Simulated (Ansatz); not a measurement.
# CH₄SiTe: one structure at several levels

The atoms stand at a structure displaced at random from a GFN2-xTB minimum. How far do the functionals agree with CCSD(T) there?

The runs use Ansatz 0.2.0, Gaussian basis; single points in def2-TZVPP.

Correlated methods freeze the cores. Filled d shells of the heavier atoms are correlated. Core potentials replace the inner electrons past krypton, and spin-orbit coupling is left out.

### 1 Starting geometry

SMILES `C1[SiH2][Te]1`, 7 atoms, charge 0, spin multiplicity 1.

Atoms are counted from 1 here; the program's logs count them from 0.

Bond lengths: C1–Si2 1.852 Å, C1–Te3 2.178 Å, C1–H4 1.076 Å, C1–H5 1.051 Å, Si2–Te3 2.477 Å, Si2–H6 1.445 Å, Si2–H7 1.430 Å. Angles: Si2–C1–Te3 75.4°, Si2–C1–H4 117.1°, Si2–C1–H5 122.0°, Te3–C1–H4 116.0°, Te3–C1–H5 113.7°, H4–C1–H5 109.1°, C1–Si2–Te3 58.3°, C1–Si2–H6 113.5°, C1–Si2–H7 115.7°, Te3–Si2–H6 117.7°, Te3–Si2–H7 119.8°, H6–Si2–H7 117.6°, C1–Te3–Si2 46.3°.

As a file:

```
C    -0.68850   -0.33580   -0.50190
Si    0.68370    0.50800    0.41120
Te    0.09440   -1.85800    0.84500
H    -0.54050   -0.51450   -1.55220
H    -1.69800   -0.10020   -0.33150
H     0.22340    1.49830    1.35720
H     1.84350    0.82140   -0.36490
```

### 2 CCSD(T)/def2-TZVPP

The input, run/in.yaml:

```yaml
crystal:
  periodic: [false, false, false]
  atoms:
    - {symbol: C, position_ang: [-0.688500, -0.335800, -0.501900]}
    - {symbol: Si, position_ang: [0.683700, 0.508000, 0.411200]}
    - {symbol: Te, position_ang: [0.094400, -1.858000, 0.845000]}
    - {symbol: H, position_ang: [-0.540500, -0.514500, -1.552200]}
    - {symbol: H, position_ang: [-1.698000, -0.100200, -0.331500]}
    - {symbol: H, position_ang: [0.223400, 1.498300, 1.357200]}
    - {symbol: H, position_ang: [1.843500, 0.821400, -0.364900]}
basis:
  gaussian: {orbitals: def2-TZVPP}
correlation: {method: ccsd_t}
output: {forces: true}
```

No record of the launch command was kept for these runs.

### 3 PBE0-D4/def2-TZVPP

run/in.yaml: that of step 2 with these lines changed.

```diff
@@ -12,3 +12,3 @@
   gaussian: {orbitals: def2-TZVPP}
-correlation: {method: ccsd_t}
-output: {forces: true}
+hamiltonian: {xc: pbe0, dispersion: d4}
+output: {forces: true, orbitals: {seedname: orbitals}}
```

### 4 wB97M-V/def2-TZVPP

run/in.yaml: that of step 3 with these lines changed.

```diff
@@ -12,3 +12,3 @@
   gaussian: {orbitals: def2-TZVPP}
-hamiltonian: {xc: pbe0, dispersion: d4}
-output: {forces: true, orbitals: {seedname: orbitals}}
+hamiltonian: {xc: {name: wB97M-V}}
+output: {forces: true}
```

### 5 r2SCAN-D4/def2-TZVPP

run/in.yaml: that of step 4 with these lines changed.

```diff
@@ -12,3 +12,3 @@
   gaussian: {orbitals: def2-TZVPP}
-hamiltonian: {xc: {name: wB97M-V}}
+hamiltonian: {xc: r2scan, dispersion: d4}
 output: {forces: true}
```

### 6 PBE-D4/def2-TZVPP

run/in.yaml: that of step 5 with these lines changed.

```diff
@@ -12,3 +12,3 @@
   gaussian: {orbitals: def2-TZVPP}
-hamiltonian: {xc: r2scan, dispersion: d4}
+hamiltonian: {xc: pbe, dispersion: d4}
 output: {forces: true}
```

### 7 CAM-B3LYP-D4/def2-TZVPP

run/in.yaml: that of step 6 with these lines changed.

```diff
@@ -12,3 +12,3 @@
   gaussian: {orbitals: def2-TZVPP}
-hamiltonian: {xc: pbe, dispersion: d4}
+hamiltonian: {xc: {name: CAM-B3LYP}, dispersion: d4}
 output: {forces: true}
```

### 8 B97M-V/def2-TZVPP

run/in.yaml: that of step 7 with these lines changed.

```diff
@@ -12,3 +12,3 @@
   gaussian: {orbitals: def2-TZVPP}
-hamiltonian: {xc: {name: CAM-B3LYP}, dispersion: d4}
+hamiltonian: {xc: {name: B97M-V}}
 output: {forces: true}
```

(Steps that only read results are left out.)

What does the calculation give? Wanted: energy less free atoms, CCSD(T)/def2-TZVPP; RMS force component; RMS force error; HOMO and LUMO, PBE0-D4; T1 diagnostic.

**Answer**, as computed:

| quantity | value |
| --- | --- |
| energy less free atoms, CCSD(T)/def2-TZVPP | -2132.3 kJ/mol |
| RMS force component | 0.550 to 0.635 eV/Å over the methods |
| RMS force error | PBE0-D4 0.109, wB97M-V 0.115, r2SCAN-D4 0.075, PBE-D4 0.133, CAM-B3LYP-D4 0.108, B97M-V 0.107 eV/Å |
| HOMO and LUMO, PBE0-D4 | -6.10 and -1.21 eV |
| T1 diagnostic | 0.012 |

In words: Against CCSD(T) the functionals' energies less atoms differ by -84.9 to -44.3 kJ/mol, PBE-D4 by -84.9 kJ/mol. The reference is not at the basis limit: in triple zeta CCSD(T) underbinds, which counts against methods that bind more; the gaps are no ranking. For forces r2SCAN-D4 does best and PBE-D4 worst. Frozen-core CCSD(T) forces in triple zeta carry basis errors of their own, and this is one geometry, so small gaps rank nothing.
